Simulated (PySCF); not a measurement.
**TlF−: from the state search to spectroscopic constants**

What are the lowest state that PBE0 finds, the bond length, vibrational wavenumber and bond energy of TlF−, and how much do these hang on the method?

Program: PySCF 2.14.0. Level of theory: Tl aug-cc-pVDZ-PP with ECP60, F aug-cc-pVDZ, scalar-relativistic core potentials. These are calculated values, not measurements.

2 further runs of the same task are left out: 2 set aside as unsound or not needed.

### Step 1. Set-up

Settings of the job:

```
atoms                         : Tl, F
charge                        : -1
basis                         : Tl aug-cc-pVDZ-PP with ECP60, F aug-cc-pVDZ
Hamiltonian                   : scalar-relativistic core potentials
basis functions               : 55
electrons treated             : 31
masses in u                   : 204.9744, 18.9984
levels                        : PBE0, PBE, r²SCAN, B2PLYP, TPSS, revPBE, HF, MP2, SCS-MP2, CCSD, CCSD(T)
grid                          : 80 radial by 434 angular points
occupations                   : held fixed by the projection of orbital angular momentum
dissociation limit            : Tl + F−, each in its ground configuration
starting distance in angstrom : 2.145
values of 2S to try           : 1, 3
```

The run is started by

```bash
OMP_NUM_THREADS=1 python dia.py task.json out
```

Further steps of the session: First curve: PBE0; PBE; r²SCAN (meta-GGA); B2PLYP; TPSS (meta-GGA); revPBE; UHF (mean field); Adding correlation.

**Question.** What will these runs give? Wanted: for each run, Re; ωe; De; μ.

As calculated:

Lowest PBE0 solution found, without spin–orbit coupling: ²Π (doublet), unpaired electrons π ↑.

| level | Re (Å) | ωe (cm⁻¹) | De (eV) | μ (D) |
| --- | --- | --- | --- | --- |
| UHF | 2.196 | 363 | 1.79 | -3.32 |
| UHF-MP2 | 2.201 | 368 | 1.91 | n/a |
| UHF-SCS-MP2 | 2.209 | 361 | 1.85 | n/a |
| UHF-CCSD | 2.202 | 364 | 1.86 | n/a |
| UHF-CCSD(T) | 2.205 | 364 | 1.90 | n/a |
| PBE | 2.232 | 353 | 2.03 | -3.18 |
| revPBE | 2.250 | 339 | 1.88 | -3.23 |
| TPSS | 2.219 | 361 | 2.02 | -3.04 |
| r²SCAN | 2.205 | 371 | 2.11 | -3.14 |
| PBE0 | 2.206 | 366 | 1.97 | -3.23 |
| B2PLYP | 2.218 | 359 | 1.89 | -3.52 |

De is counted to Tl + F− in their ground configurations. A positive dipole points from Tl to F; in an ion it is taken about the centre of mass and does not tell which atom is negative.

Differences from CCSD(T) in the same basis:

| level | Re (mÅ) | ωe (%) |
| --- | --- | --- |
| UHF | -9 | -0.3 |
| UHF-MP2 | -3 | +1.0 |
| UHF-SCS-MP2 | +4 | -0.8 |
| UHF-CCSD | -2 | 0.0 |
| PBE | +27 | -3.1 |
| revPBE | +45 | -7.0 |
| TPSS | +14 | -0.9 |
| r²SCAN | +1 | +1.8 |
| PBE0 | +1 | +0.5 |
| B2PLYP | +13 | -1.6 |

What this shows: Judged by CCSD(T) in the same basis: best bond length r²SCAN and PBE0 (+1 mÅ), worst revPBE (+45 mÅ); best wavenumber UHF-CCSD (0.0 %), worst revPBE (-7.0 %). PBE has the long and soft bond that GGAs tend to give. CCSD(T) in a basis this small is itself some way from its limit, more so than the functionals. Among the levels with a De in the table, it runs from 1.79 eV (UHF) to 2.11 eV (r²SCAN).

Correlated steps freeze 5 core orbitals. These are scalar-relativistic numbers at best; spin–orbit coupling would shift them, the dissociation energy most. B2PLYP dipoles, levels and charges come from its SCF part alone. With some functionals the highest level of the anion is positive, from self-interaction error or because the anion is truly unbound there; the finite basis then holds the extra electron, and no neutral molecule was run to test the binding. With spin–orbit coupling the term label itself may not hold.
